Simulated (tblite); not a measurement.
# C2H7FGeO2SSi: the cost of one run

Computed with tblite 0.8.0 and PySCF 2.14.0; each step states its level. No surroundings beyond the atoms listed, unless a continuum is named. Atoms count from 0, parts from 1.

## (1) The system as given

15 atoms, charge 0, multiplicity 1; geometry: rigid parts in contact. Parts: 1 = atoms 0–10, `O[Si](F)(S)[O][GeH3]`, charge 0; 2 = atoms 11–14, `C#C`, charge 0.

## (2) Docking the parts with GFN2-xTB

The job: settings as JSON, then the geometry in Å.

```
{"job": {"kind": "dock", "xc": "GFN2-xTB", "basis": "xTB"}, "charge": 0, "multiplicity": 1, "parts": [{"atoms": "0-10", "charge": 0, "multiplicity": 1}, {"atoms": "11-14", "charge": 0, "multiplicity": 1}]}
Si    -0.647363    -0.728079    -0.199600
O      0.887689    -0.311986    -0.046446
Ge     1.464249     1.363188     0.019831
O     -1.515424     0.623843    -0.061122
F     -0.853478    -1.317531    -1.680200
S     -1.253392    -2.209933     1.193251
H      1.038569     2.012858    -1.256474
H      2.936296     1.137339     0.135114
H      0.846178     1.982918     1.230342
H     -2.469557     0.596301    -0.087263
H     -0.433766    -3.148918     0.752569
C     -3.016425     3.678803    -2.108633
C     -2.270645     2.750687    -2.022717
H     -3.672274     4.494918    -2.184329
H     -1.614874     1.934630    -1.946800
```

Method: GFN2-xTB search for minima from random contacts, gas phase.

Command:

```console
OMP_NUM_THREADS=1 python cluster_run.py task.json out
```

The driver reads the jobs from task.json and runs them one after another.

Q: Estimate the wall time of this first job on 1 thread of Intel Xeon 6975P-C, shared host.

About 6.4 s.
